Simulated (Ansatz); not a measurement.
# YbZnPb: the cost of one run

All numbers below are computed with Ansatz 0.2.0 (DFT PBEsol, scalar-relativistic, plane waves, PAW).

## 1. The structure to begin with

The cell holds 18 atoms (LaPb5Yb6Zn6): a = 7.340 Å, b = 8.124 Å, c = 8.124 Å, α = 120.00°, β = 90.00°, γ = 90.00°.

The coordinates of this cell stand in the input of its own run.

The host was relaxed before at PBEsol: a = 4.690 Å, b = 4.690 Å, c = 7.340 Å, α = 90.00°, β = 90.00°, γ = 120.00° (conventional cell), 23.308 Å³/atom.

Places, in fractions of the supercell: La in place of Pb at (0.465, 0.333, 0.333). Its neighbours start displaced at random, with a spread of 0.05 Å in each coordinate.

## 2. The perfect crystal in the supercell of 18 atoms

The input, input.yaml:

```yaml
crystal:
  lattice:
    - [0.0, 0.0, -7.3398937736]
    - [-7.0356968301, -4.0620614531, 0.0]
    - [4.9e-09, 8.1241229147, 0.0]
  atoms:
    - { symbol: Pb, position: [0.4652434686, 0.3333333333, 0.3333333333] }
    - { symbol: Pb, position: [0.4652434686, 0.6666666667, 0.0] }
    - { symbol: Pb, position: [0.4652434686, 1.0, 0.6666666667] }
    - { symbol: Pb, position: [0.9652434686, 0.6666666667, 0.6666666667] }
    - { symbol: Pb, position: [0.9652434686, 0.0, 0.3333333333] }
    - { symbol: Pb, position: [0.9652434686, 0.3333333333, 0.0] }
    - { symbol: Yb, position: [0.240765451, 0.6666666667, 0.3333333333] }
    - { symbol: Yb, position: [0.240765451, 1.0, 1.0] }
    - { symbol: Yb, position: [0.240765451, 0.3333333333, 0.6666666667] }
    - { symbol: Yb, position: [0.740765451, 0.6666666667, 0.3333333333] }
    - { symbol: Yb, position: [0.740765451, 1.0, 1.0] }
    - { symbol: Yb, position: [0.740765451, 0.3333333333, 0.6666666667] }
    - { symbol: Zn, position: [0.0529910804, 0.3333333333, 0.3333333333] }
    - { symbol: Zn, position: [0.0529910804, 0.6666666667, 0.0] }
    - { symbol: Zn, position: [0.0529910804, 1.0, 0.6666666667] }
    - { symbol: Zn, position: [0.5529910804, 0.6666666667, 0.6666666667] }
    - { symbol: Zn, position: [0.5529910804, 0.0, 0.3333333333] }
    - { symbol: Zn, position: [0.5529910804, 0.3333333333, 0.0] }
basis:
  ecutwfc: 420
  xc_grid: 2
kpoints:
  mp_grid: { grid: [3, 3, 3], shift: [0.0, 0.0, 0.0] }
hamiltonian:
  xc: pbesol
scf:
  occupations: { method: gaussian, width: 0.05 }
output:
  forces: true
  stress: true
  eigenvalues: true
```

Launch:

```sh
ansatz run input.yaml --threads 8 --pin off --max-ram 14336MiB --backend cpu --events-out ev --progress --plain --runs-dir out
```

**Question.** How long does this run take on 8 threads of Arm Neoverse V2, shared host, and how much memory does it need?

About 9.1 s, with a peak of 2.3 GiB.
